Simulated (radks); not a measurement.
# Ionising palladium step by step, Pd to Pd⁸⁺

One table from this session's results is given with a row withheld; the runs are named, their logs left out.

The numbers are computed with radks (a radial shooting solver on a logarithmic mesh, Libxc functionals) version 1 (Dirac Kohn-Sham, PBE, spin-unpolarised, spherical densities, finite nucleus; open shells fill j = l - 1/2 first), except any that are marked as measured or tabulated.

## What is computed

```
element             : palladium (Z = 46)
charges             : 0 to 8
first configuration : [Kr] 4d10
last configuration  : [Kr] 4d2
```

The first run:

The run's settings:

```text
Z 46
configuration [Kr] 4d10
relativity Dirac
functional pbe,pbe
spin unpolarised
j_filling energy
nucleus finite rms 4.5318 fm
c 137.035999084
```

Steps of the session up to this table: Pd, [Kr] 4d10; Pd⁺, [Kr] 4d9; Pd²⁺, [Kr] 4d8; Pd³⁺, [Kr] 4d7; Pd⁴⁺, [Kr] 4d6; Pd⁵⁺, [Kr] 4d5; Pd⁶⁺, [Kr] 4d4; Pd⁷⁺, [Kr] 4d3; Pd⁸⁺, [Kr] 4d2.

One table of the session follows, with a row left open; its other results are not shown here.

```
species  Δ-SCF (eV)  −ε(HOMO) (eV)
     Pd       8.928          3.881
    Pd⁺           ?              ?
   Pd²⁺      34.088         27.073
   Pd³⁺      49.029         41.341
   Pd⁴⁺      65.185         56.919
   Pd⁵⁺      82.406         73.628
   Pd⁶⁺      101.37         92.072
   Pd⁷⁺      120.54         110.81
```

**Question.** Estimate the row for Pd⁺.

As computed: Δ-SCF (eV): 20.590; −ε(HOMO) (eV): 14.406. In the column «Δ-SCF (eV)» it lies between Pd (8.928) and Pd²⁺ (34.088).

Minus the highest eigenvalue gives 43 to 92 % of the Δ-SCF value along the ladder. Spin polarisation and multiplet splitting are left out, so open shells lie too high by an amount that depends on their filling.
